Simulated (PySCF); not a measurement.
# GeO: from the state search to spectroscopic constants

One table from this session's results is given with a row withheld; the runs are named, their logs left out.

The runs use PySCF 2.14.0; Ge x2c-SVPall, O x2c-SVPall, spin-free X2C with a Gaussian nucleus.

The first run:

The job is set up so:

* atoms: Ge, O
* charge: 0
* basis: Ge x2c-SVPall, O x2c-SVPall
* Hamiltonian: spin-free X2C with a Gaussian nucleus
* basis functions: 46
* electrons treated: 40
* masses in u: 73.9212, 15.9949
* levels: PBE0, PBE, r²SCAN, MN15, BHandHLYP, PW91, HF, MP2, SCS-MP2, CCSD, CCSD(T)
* grid: 80 radial by 434 angular points
* occupations: held fixed by the projection of orbital angular momentum
* dissociation limit: Ge + O, each in its ground configuration
* starting distance in angstrom: 1.760
* values of 2S to try: 0, 2, 4

On the command line:

```
> OMP_NUM_THREADS=1 python dia.py task.json out
```

Steps of the session up to this table: Input; First curve: PBE0; Excited determinants; PBE; r²SCAN (meta-GGA); MN15 (hybrid meta-GGA); BHandHLYP (global hybrid GGA); PW91; RHF; Adding correlation.

One table of the session follows, with a row left open; its other results are not shown here.

It belongs to the step «The curves together». Energy (eV) from each level's lowest point:

```
R (Å)    RHF  RHF-MP2  RHF-SCS-MP2  RHF-CCSD  RHF-CCSD(T)
1.397  1.671    2.185        2.161       n/a          n/a
1.462  0.640    1.023        1.002     0.894        0.995
1.528  0.130    0.361        0.346     0.277        0.342
1.576  0.000    0.104        0.096     0.059        0.094
1.625  0.033    0.000        0.000     0.000        0.000
1.674  0.191    0.013        0.022     0.062        0.023
1.739      ?        ?            ?         ?            ?
1.820  1.145    0.498        0.539     0.718        0.532
1.917  1.999    1.038        1.102     1.372        1.061
2.047  3.220    1.957        2.040       n/a          n/a
```

Estimate the missing values for R (Å) = 1.739.

Worked estimate for «RHF». A straight line through the neighbours (1.674, 0.191) and (1.820, 1.145) gives 0.191 + (1.145 − 0.191) × (1.739 − 1.674) / (1.820 − 1.674) = 0.616; a parabola fitted to 4 rows on both sides gives 0.563.

As computed: RHF: 0.545; RHF-MP2: 0.163; RHF-SCS-MP2: 0.186; RHF-CCSD: 0.286; RHF-CCSD(T): 0.186. In «RHF» the line misses by +0.071 and the parabola by +0.018.
